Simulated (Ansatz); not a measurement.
# HfN+ (triplet): from Hartree-Fock to the top rungs, def2-QZVPP

One table from this session's results is given with a row withheld; the runs are named, their logs left out.

The runs use Ansatz 0.2.0, Gaussian basis; def2-QZVPP, core rule «outside noble gas», up to 5 orbitals frozen.

The runs, in order: UHF; ROHF; CCSD(T) on UHF.

2 further runs of the same task are left out: 2 set aside as unsound or not needed.

### The system

The geometry is a PBE0/def2-TZVP stationary point (not a proven minimum). No spin-orbit coupling is included. Elements past krypton take def2 core potentials.

2 atoms, charge 1, spin multiplicity 3.

Atoms are counted from 1 here; the program's logs count them from 0.

Bond lengths: Hf1–N2 1.737 Å.

The first run:

The input, in.yaml:

```yaml
crystal:
  periodic: [false, false, false]
  atoms:
    - {symbol: Hf, position_ang: [0.000000, 0.000000, 0.000000]}
    - {symbol: N, position_ang: [0.000000, 0.000000, 1.737400]}
basis:
  gaussian: {orbitals: "def2-QZVPP.json"}
total_charge: 1
magnetization: {spin_polarized: true, initial_magnetization: 2}
hamiltonian: {xc: hf}
output: {orbitals: {seedname: orbitals}}
```

Launch:

```console
$ ansatz run in.yaml --threads 1 --pin off --events-out ev --progress --plain --max-ram 3968MiB --backend cpu
```

Steps of the session up to this table: UHF; ROHF; CCSD(T) on UHF.

One of the session's tables, all rows but one given; the rest of the session is left out.

| method | from UCCSD(T) (kcal/mol) |
| --- | --- |
| ROHF | +176.03 |
| UHF | +171.25 |
| UMP2 | +11.96 |
| UCCSD | ? |
| UCCSD(T) | 0 |

Estimate the missing values for UCCSD.

**Answer.** from UCCSD(T) (kcal/mol): +10.84. In the column «from UCCSD(T) (kcal/mol)» it lies between UCCSD(T) (0) and UMP2 (+11.96).
